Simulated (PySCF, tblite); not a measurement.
# C4H12FPSi2: geometry, infrared bands and NMR shifts

Wanted: the infrared bands and NMR shifts of C4H12FPSi2 (`FCC/C(=C\[SiH3])[SiH2]P`), by calculation.

Computed with tblite 0.8.0 and PySCF 2.14.0, with density-fitted response routines of our own, on a single molecule in the gas phase. Atoms count from 0, in the outputs and in this text.

### 1 Starting geometry

20 atoms, charge 0, multiplicity 1; geometry from: force field or distance geometry start.

Bonds of the start (Å): F0–C1 1.36, C1–C2 1.52, C2–C3 1.49, C3–C4 1.32, C4–Si5 1.82, C3–Si6 1.84, Si6–P7 2.21, C1–H8 1.13, C1–H9 1.11, C2–H10 1.11, C2–H11 1.12, C4–H12 1.10, Si5–H13 1.49, Si5–H14 1.44, Si5–H15 1.50, Si6–H16 1.49, Si6–H17 1.46, P7–H18 1.46, P7–H19 1.47.

### 2 Geometry optimisation with GFN2-xTB

What the job is given:

```
{"job": {"kind": "relax", "xc": "GFN2-xTB", "basis": "xTB"}, "charge": 0, "multiplicity": 1}
F     -1.225500    -1.610400    -1.629000
C     -0.517000    -1.906500    -0.504300
C     -0.521400    -0.797100     0.534000
C      0.041000     0.472500    -0.009100
C     -0.630300     1.607600    -0.081200
Si    -2.364100     1.775400     0.437200
Si     1.790300     0.485300    -0.588600
P      2.899900    -1.309800     0.056900
H     -1.024000    -2.803700    -0.034000
H      0.507300    -2.170100    -0.841900
H      0.018200    -1.101200     1.459700
H     -1.579800    -0.662300     0.867300
H     -0.136900     2.505500    -0.486200
H     -3.234600     1.665300    -0.761200
H     -2.813700     0.861500     1.459400
H     -2.647900     3.139100     0.985300
H      2.517300     1.679100    -0.085400
H      1.769800     0.564900    -2.043700
H      2.833700    -1.324500     1.516300
H      4.312700    -1.060000    -0.254600
```

Started as:

```bash
$ OMP_NUM_THREADS=1 python probes_run.py task.json out
```

The driver reads the jobs from task.json and runs them one after another.

**Question.** This job is followed by: GFN2-xTB harmonic vibrations, gas phase; GIAO PBE0/pcSseg-1 NMR shielding, non-relativistic, gas phase. What will the session give for the following? strongest single infrared mode (GFN2-xTB); zero-point energy (GFN2-xTB); 13C shifts against TMS (PBE0/pcSseg-1); 1H shifts against TMS (PBE0/pcSseg-1, means over atoms taken as alike); 19F shifts against CFCl3 (PBE0/pcSseg-1); 29Si shifts against TMS (PBE0/pcSseg-1); 31P shifts against H3PO4 (PBE0/pcSseg-1); surface potential, 1st and 99th percentile.

**Answer**, as computed:

| quantity | value |
| --- | --- |
| strongest single infrared mode (GFN2-xTB) | 783 cm⁻¹, 388 km/mol |
| zero-point energy (GFN2-xTB) | 86.2 kcal/mol |
| 13C shifts against TMS (PBE0/pcSseg-1) | 162.3, 147.2, 84.2, 44.4 ppm |
| 1H shifts against TMS (PBE0/pcSseg-1, means over atoms taken as alike) | 6.71, 4.91, 4.90, 4.19, 2.65, 1.06 ppm |
| 19F shifts against CFCl3 (PBE0/pcSseg-1) | -244.4 ppm |
| 29Si shifts against TMS (PBE0/pcSseg-1) | -52.8, -89.9 ppm |
| 31P shifts against H3PO4 (PBE0/pcSseg-1) | -306.7 ppm |
| surface potential, 1st and 99th percentile | -1.11 V and 0.98 V |

Over 147 steps the energy fell by 0.755 eV; of the close pairs, P7–H19 changed most, 1.468 to 1.380 Å. All 54 modes are real, so the xTB geometry is a minimum. The strongest single mode, at 783 cm⁻¹, moves mainly H17 and H16. Unscaled tight-binding wavenumbers are off by several per cent, some by more. Its intensities can rank the bands wrongly. The most deshielded hydrogen is H12 (hydrogen on an alkene CH), at 6.71 ppm: olefinic region. At PBE0/pcSseg-1: The widest tensor belongs to C3: span 257 ppm, with a paramagnetic part of -239 ppm. By nearest atom (PBE0/pcSseg-1), the HOMO sits on P7 42 %; C4 13 % and the LUMO on C3, C4 about 27 % each; H12 7 %.
